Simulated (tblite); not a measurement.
# C6H7F3Si: the cost of one run

The runs use tblite 0.8.0 and PySCF 2.14.0, with density-fitted response routines of our own; the level of theory stands in each step. All values are computed, except where a source is named. Atoms count from 0, in the outputs and in this text.

## 1. The molecule as given

17 atoms, charge 0, multiplicity 1; geometry from: force field or distance geometry start.

Bonds of the start (Å): C0–C1 1.21, C1–Si2 1.84, Si2–C3 1.91, C3–C4 1.57, C4–C5 1.56, C5–C6 1.49, C6–F7 1.35, C6–F8 1.36, C6–F9 1.35, C5–Si2 1.89, C0–H10 1.06, Si2–H11 1.48, C3–H12 1.08, C3–H13 1.09, C4–H14 1.11, C4–H15 1.11, C5–H16 1.09.

## 2. Geometry optimisation with GFN2-xTB

Job settings and geometry (Å):

```
{"job": {"kind": "relax", "xc": "GFN2-xTB", "basis": "xTB"}, "charge": 0, "multiplicity": 1}
C      2.620900     0.175600     1.966600
C      1.942800    -0.162300     1.019300
Si     0.923400    -0.699700    -0.409300
C      0.537900     0.692600    -1.666200
C     -0.760600     0.987000    -0.838100
C     -0.956000    -0.479000    -0.327400
C     -1.548100    -0.656000     1.027100
F     -2.872600    -0.408800     0.980800
F     -1.382000    -1.932900     1.464400
F     -1.022200     0.174300     1.954000
H      3.195500     0.482900     2.802200
H      1.352700    -1.958600    -1.061100
H      1.257000     1.503700    -1.689500
H      0.361100     0.302900    -2.669600
H     -1.594700     1.363400    -1.458300
H     -0.616700     1.740600    -0.041100
H     -1.445300    -1.113700    -1.063700
```

Launch:

```sh
$ OMP_NUM_THREADS=1 python probes_run.py task.json out
```

One launch serves the whole session: the jobs run in the order shown.

Q: Estimate the wall time and peak memory of this first job on 1 thread of Arm Neoverse N1, shared host.

About 1.9 s, with a peak of 0.18 GiB.
